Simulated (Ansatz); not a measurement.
**AlClGeH4: functionals against CCSD(T) at one geometry**

A test off equilibrium: a structure displaced at random from a GFN2-xTB minimum is computed at several levels, and each is set against CCSD(T).

Method: single points in def2-TZVPP; program: Ansatz 0.2.0, Gaussian basis.

Correlated methods freeze the cores. Filled d shells of the heavier atoms are correlated.

**1. The system as given**

SMILES `[AlH2][GeH2][Cl]`, 7 atoms, charge 0, spin multiplicity 1.

Atoms are counted from 1 here; the program's logs count them from 0.

Bond lengths: Al1–Ge2 2.423 Å, Al1–H4 1.545 Å, Al1–H5 1.543 Å, Ge2–Cl3 2.099 Å, Ge2–H6 1.574 Å, Ge2–H7 1.567 Å. Angles: Ge2–Al1–H4 131.5°, Ge2–Al1–H5 106.7°, H4–Al1–H5 120.9°, Al1–Ge2–Cl3 124.9°, Al1–Ge2–H6 131.0°, Al1–Ge2–H7 78.4°, Cl3–Ge2–H6 103.5°, Cl3–Ge2–H7 107.0°, H6–Ge2–H7 95.9°.

Geometry (Å):

```
Al   -1.0320    0.3405   -0.9611
Ge    0.7189   -0.5411    0.4623
Cl    0.4175   -1.3414    2.3787
H    -2.1645   -0.3601   -1.7443
H    -1.0357    1.8704   -0.7624
H     2.2285   -0.8669    0.1604
H     0.9180    1.0037    0.6357
```

**2. CCSD(T)/def2-TZVPP**

run/in.yaml

```yaml
crystal:
  periodic: [false, false, false]
  atoms:
    - {symbol: Al, position_ang: [-1.032000, 0.340500, -0.961100]}
    - {symbol: Ge, position_ang: [0.718900, -0.541100, 0.462300]}
    - {symbol: Cl, position_ang: [0.417500, -1.341400, 2.378700]}
    - {symbol: H, position_ang: [-2.164500, -0.360100, -1.744300]}
    - {symbol: H, position_ang: [-1.035700, 1.870400, -0.762400]}
    - {symbol: H, position_ang: [2.228500, -0.866900, 0.160400]}
    - {symbol: H, position_ang: [0.918000, 1.003700, 0.635700]}
basis:
  gaussian: {orbitals: def2-TZVPP}
correlation: {method: ccsd_t}
output: {forces: true}
```

The command line of these runs was not kept.

**3. PBE0-D4/def2-TZVPP**

Changes to run/in.yaml since step 2:

```diff
@@ -12,3 +12,3 @@
   gaussian: {orbitals: def2-TZVPP}
-correlation: {method: ccsd_t}
-output: {forces: true}
+hamiltonian: {xc: pbe0, dispersion: d4}
+output: {forces: true, orbitals: {seedname: orbitals}}
```

**4. wB97M-V/def2-TZVPP**

Changes to run/in.yaml since step 3:

```diff
@@ -12,3 +12,3 @@
   gaussian: {orbitals: def2-TZVPP}
-hamiltonian: {xc: pbe0, dispersion: d4}
-output: {forces: true, orbitals: {seedname: orbitals}}
+hamiltonian: {xc: {name: wB97M-V}}
+output: {forces: true}
```

**5. r2SCAN-D4/def2-TZVPP**

Changes to run/in.yaml since step 4:

```diff
@@ -12,3 +12,3 @@
   gaussian: {orbitals: def2-TZVPP}
-hamiltonian: {xc: {name: wB97M-V}}
+hamiltonian: {xc: r2scan, dispersion: d4}
 output: {forces: true}
```

**6. PBE-D4/def2-TZVPP**

Changes to run/in.yaml since step 5:

```diff
@@ -12,3 +12,3 @@
   gaussian: {orbitals: def2-TZVPP}
-hamiltonian: {xc: r2scan, dispersion: d4}
+hamiltonian: {xc: pbe, dispersion: d4}
 output: {forces: true}
```

**7. LC-wPBE/def2-TZVPP**

Changes to run/in.yaml since step 6:

```diff
@@ -12,3 +12,3 @@
   gaussian: {orbitals: def2-TZVPP}
-hamiltonian: {xc: pbe, dispersion: d4}
+hamiltonian: {xc: {name: LC-wPBE}}
 output: {forces: true}
```

**8. r2SCAN0-D4/def2-TZVPP**

Changes to run/in.yaml since step 7:

```diff
@@ -12,3 +12,3 @@
   gaussian: {orbitals: def2-TZVPP}
-hamiltonian: {xc: {name: LC-wPBE}}
+hamiltonian: {xc: {name: r2SCAN0}, dispersion: d4}
 output: {forces: true}
```

(Steps that only read results are left out.)

Before running it: what results should come out? Wanted: energy less free atoms, CCSD(T)/def2-TZVPP; RMS force component; RMS force error; HOMO and LUMO, PBE0-D4; T1 diagnostic.

As calculated:

| quantity | value |
| --- | --- |
| energy less free atoms, CCSD(T)/def2-TZVPP | -389.1 kcal/mol |
| RMS force component | 0.600 to 0.645 eV/Å over the methods |
| RMS force error | PBE0-D4 0.067, wB97M-V 0.044, r2SCAN-D4 0.060, PBE-D4 0.153, LC-wPBE 0.120, r2SCAN0-D4 0.070 eV/Å |
| HOMO and LUMO, PBE0-D4 | -7.41 and -2.70 eV |
| T1 diagnostic | 0.011 |

Against CCSD(T) the functionals' energies less atoms differ by -9.5 to -0.2 kcal/mol, PBE-D4 by -1.1 kcal/mol. CCSD(T) in triple zeta still lacks some correlation energy of the bonds, so part of these gaps is its own basis error and they don't rank the functionals. On forces the order runs from wB97M-V to PBE-D4. Frozen-core CCSD(T) forces in triple zeta carry basis errors of their own, and this is one geometry, so small gaps rank nothing.
